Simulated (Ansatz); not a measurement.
**NbTe (CsCl type): how the settings move a single-point run**

Question: which choices in the input matter for NbTe (CsCl type)?

Computed with Ansatz 0.2.0 (reference: DFT, PBEsol, all-electron LAPW, scalar-relativistic, unless a step's input says otherwise).

1 further run of the same task is left out (it didn't finish). Runs told in other sessions of the task aren't counted.

## 1. The system as given

It takes space group Pm-3m (No. 221, cubic). Conventional cell: a = 3.385 Å, b = 3.385 Å, c = 3.385 Å, α = 90.00°, β = 90.00°, γ = 90.00°. Around Nb (site symmetry m-3m) lie 8 Te at 2.93 Å. Te (site symmetry m-3m) has 8 Nb at 2.93 Å in its first shell of neighbours.

Coordinates:

```cif
data_structure
_symmetry_space_group_name_H-M 'P 1'
_symmetry_Int_Tables_number 1
_cell_length_a 3.3849
_cell_length_b 3.3849
_cell_length_c 3.3849
_cell_angle_alpha 90.000
_cell_angle_beta 90.000
_cell_angle_gamma 90.000
_cell_volume 38.78
loop_
_atom_site_label
_atom_site_type_symbol
_atom_site_fract_x
_atom_site_fract_y
_atom_site_fract_z
_atom_site_occupancy
Nb1 Nb 0.00000 0.00000 0.00000 1
Te1 Te 0.50000 0.50000 0.50000 1
```

## 2. Reference

File input.yaml:

```yaml
crystal:
  lattice:
    - [3.3848521171, 0.0, 0.0]
    - [0.0, 3.3848521171, 0.0]
    - [0.0, 0.0, 3.3848521171]
  atoms:
    - { symbol: Nb, position: [0.0, 0.0, 0.0] }
    - { symbol: Te, position: [0.5, 0.5, 0.5] }
kpoints:
  mp_grid: { grid: [12, 12, 12] }
  band_path:
    path:
      - [0.0, 0.0, 0.0]
      - [0.0, 0.5, 0.0]
      - [0.5, 0.5, 0.0]
      - [0.0, 0.0, 0.0]
      - [0.5, 0.5, 0.5]
      - [0.0, 0.5, 0.0]
      - [0.5, 0.5, 0.5]
      - [0.5, 0.5, 0.0]
    npoints: 14
scf:
  occupations: { method: fermi_dirac, width: 0.1 }
hamiltonian:
  xc: pbesol
  pseudopotentials: { kind: all_electron, lapw: { basis_error: 0.001 } }
output:
  forces: true
  stress: true
  eigenvalues: true
  populations: true
  dos: { projected: true, de: 0.2, e_range: [-14, 8] }
```

Run with:

```bash
> ansatz run input.yaml --threads 1 --pin off --max-ram 2048MiB --backend cpu --events-out ev --progress --plain --runs-dir out
```

## 3. The same system, input altered

input.yaml: that of step 2 with these lines changed.

```diff
@@ -22,3 +22,4 @@
 scf:
-  occupations: { method: fermi_dirac, width: 0.1 }
+  occupations: { method: gaussian, width: 0.001 }
+  convergence: { dr2_threshold: 0.0001 }
 hamiltonian:
@@ -31,2 +32 @@
   populations: true
-  dos: { projected: true, de: 0.2, e_range: [-14, 8] }
```

(Steps that only read results are left out.)

What does the calculation give? Wanted: for each run, ending; energy change; pressure; gap; force.

As calculated:

| run | ending | energy change | pressure (GPa) | gap (eV) | force (eV/Å) | cycles | time |
| --- | --- | --- | --- | --- | --- | --- | --- |
| reference | converged | 0 | 0.0 | 0.00 | 0.00 | 10 | 12 s |
| 1: occupations.method gaussian, occupations.width 0.001, dr2_threshold 0.0001 | converged | +0.9 meV/atom (σ→0) | -0.3 | 0.00 | 0.00 | 6 | 9.1 s |

Times don't compare one to one where runs were asked for different outputs or read a saved state (see the inputs); cycles may leave out searches for a lower state.

Residual by cycle in the longest SCF loop of each run; runs are numbered as in the table. The quantity is the density residual dr2, in eV.

| cycle | reference | run 1 |
| --- | --- | --- |
| 1 | 0.441 | 0.437 |
| 2 | 0.0414 | 0.0527 |
| 3 | 0.0273 | 0.0223 |
| 4 | 0.00707 | 0.00412 |
| 5 | 0.00144 | 6.6e-4 |
| 6 | 1.7e-4 | 4.8e-5 |
| 7 | 2.3e-5 | - |
| 8 | 9.4e-7 | - |
| 9 | 6.5e-8 | - |
| 10 | 1.4e-8 | - |

Changing the smearing and convergence setting moves the energy by +0.9 meV/atom (σ→0 values).
